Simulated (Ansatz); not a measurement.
# VF3: two electronic states of one cell

Aim: solve VF3 (a database structure at a slightly changed volume) from each of its saved states, at one geometry and mesh, and see which is lowest and how they differ.

All numbers below are computed with Ansatz 0.2.0 (DFT, r2SCAN, plane waves, PAW).

## (1) The system as given

The structure is trigonal, space group R-3c (No. 167). Conventional cell: a = 5.183 Å, b = 5.183 Å, c = 13.478 Å, α = 90.00°, β = 90.00°, γ = 120.00°. Around V (site symmetry -3) lie 6 F at 1.94 Å. Around F (site symmetry 2) lie 2 V at 1.94 Å.

In its conventional cell, by symmetry (the run takes the cell typed in the input):

```cif
data_structure
_symmetry_space_group_name_H-M 'R-3c:H'
_symmetry_Int_Tables_number 167
_cell_length_a 5.1834
_cell_length_b 5.1834
_cell_length_c 13.4780
_cell_angle_alpha 90.000
_cell_angle_beta 90.000
_cell_angle_gamma 120.000
_cell_volume 313.60
loop_
_atom_site_label
_atom_site_type_symbol
_atom_site_symmetry_multiplicity
_atom_site_Wyckoff_symbol
_atom_site_fract_x
_atom_site_fract_y
_atom_site_fract_z
_atom_site_occupancy
V1 V 6 b 0.00000 0.00000 0.50000 1
F1 F 18 e 0.73343 0.66667 0.41667 1
```

The states: A, V1 up, V2 down (collinear spin); B, V1 up, V2 up (collinear spin). Each run reads its own saved solution as saved_state.

## (2) Run from state A

input.yaml

```yaml
crystal:
  lattice:
    - [2.59168716, 1.49630817, 4.49265559]
    - [-2.59168716, 1.49630817, 4.49265559]
    - [0.0, -2.99262638, 4.49265559]
  atoms:
    - { symbol: V, position: [0.0, 0.0, 0.0], spin: 2.0 }
    - { symbol: V, position: [0.5, 0.5, 0.5], spin: -2.0 }
    - { symbol: F, position: [0.6501, 0.8499, 0.25] }
    - { symbol: F, position: [0.25, 0.6501, 0.8499] }
    - { symbol: F, position: [0.8499, 0.25, 0.6501] }
    - { symbol: F, position: [0.3499, 0.1501, 0.75] }
    - { symbol: F, position: [0.75, 0.3499, 0.1501] }
    - { symbol: F, position: [0.1501, 0.75, 0.3499] }
kpoints:
  mp_grid: { grid: [5, 5, 5], shift: [0, 0, 0] }
magnetization:
  spin_polarized: true
scf:
  occupations: { method: fermi_dirac }
  lower_state_search: "off"
  max_iter: 200
hamiltonian:
  pseudopotentials: { kind: paw }
  xc: r2scan
basis:
  ecutwfc: 500
  fft_grid_basis: typed
output:
  forces: true
  stress: true
  eigenvalues: true
  bader: true
  populations: true
  elf: true
  write_potential: true
  volumetric_format: npy
  dos:
    e_range: [-12, 8]
    de: 0.05
    projected: { site_lists: { F: [F], V: [V] } }
checkpoint:
  read: saved_state
```

## (4) Run from state B

input.yaml

```yaml
crystal:
  lattice:
    - [2.59168716, 1.49630817, 4.49265559]
    - [-2.59168716, 1.49630817, 4.49265559]
    - [0.0, -2.99262638, 4.49265559]
  atoms:
    - { symbol: V, position: [0.0, 0.0, 0.0], spin: 2.0 }
    - { symbol: V, position: [0.5, 0.5, 0.5], spin: 2.0 }
    - { symbol: F, position: [0.6501, 0.8499, 0.25], spin: 0.0 }
    - { symbol: F, position: [0.25, 0.6501, 0.8499], spin: 0.0 }
    - { symbol: F, position: [0.8499, 0.25, 0.6501], spin: 0.0 }
    - { symbol: F, position: [0.3499, 0.1501, 0.75], spin: 0.0 }
    - { symbol: F, position: [0.75, 0.3499, 0.1501], spin: 0.0 }
    - { symbol: F, position: [0.1501, 0.75, 0.3499], spin: 0.0 }
  symmetry: { detect: false, time_reversal: true }
kpoints:
  mp_grid: { grid: [5, 5, 5], shift: [0, 0, 0] }
  band_path:
    path:
      - [0.0, 0.0, 0.0]
      - [0.5, 0.5, 0.5]
      - [0.75938191, 0.24061809, 0.5]
      - [0.50000006, -0.24061797, 0.24061816]
      - [0.49999981, -1.6e-07, -2.0e-07]
      - [0.0, 0.0, 0.0]
      - [0.37030901, -0.37030901, 0.0]
      - [0.62969098, 6.0e-08, 0.37030908]
      - [0.50000016, 1.9e-07, 0.5000002]
      - [0.0, 0.0, 0.0]
    npoints: 6
magnetization:
  spin_polarized: true
scf:
  occupations: { method: fermi_dirac }
  lower_state_search: "off"
  max_iter: 200
hamiltonian:
  pseudopotentials: { kind: paw }
  xc: r2scan
basis:
  ecutwfc: 500
  fft_grid_basis: typed
output:
  forces: true
  stress: true
  eigenvalues: true
  bader: true
  populations: true
  elf: true
  write_potential: true
  volumetric_format: npy
  dos:
    e_range: [-12, 8]
    de: 0.05
    projected: { site_lists: { F: [F], V: [V] } }
checkpoint:
  read: saved_state
```

(Steps that only read results are left out.)

What does the calculation give? Wanted: for each run, free energy; largest site moment; size of the net moment; gap; pressure; largest force.

As calculated:

```csv
state,free energy (meV/atom),largest site moment (μB),size of the net moment (μB/cell),gap (eV),pressure (GPa),largest force (eV/Å),SCF cycles
A,5.5,1.51,0.00,0.88,-1.2,0.01,10
B,0.0,1.55,4.00,0.57,-1.7,0.36,12
```

What this shows: State B lies lowest, 5.5 meV per atom under state A. Every run converged, so convergence alone does not show that a state is the lowest.
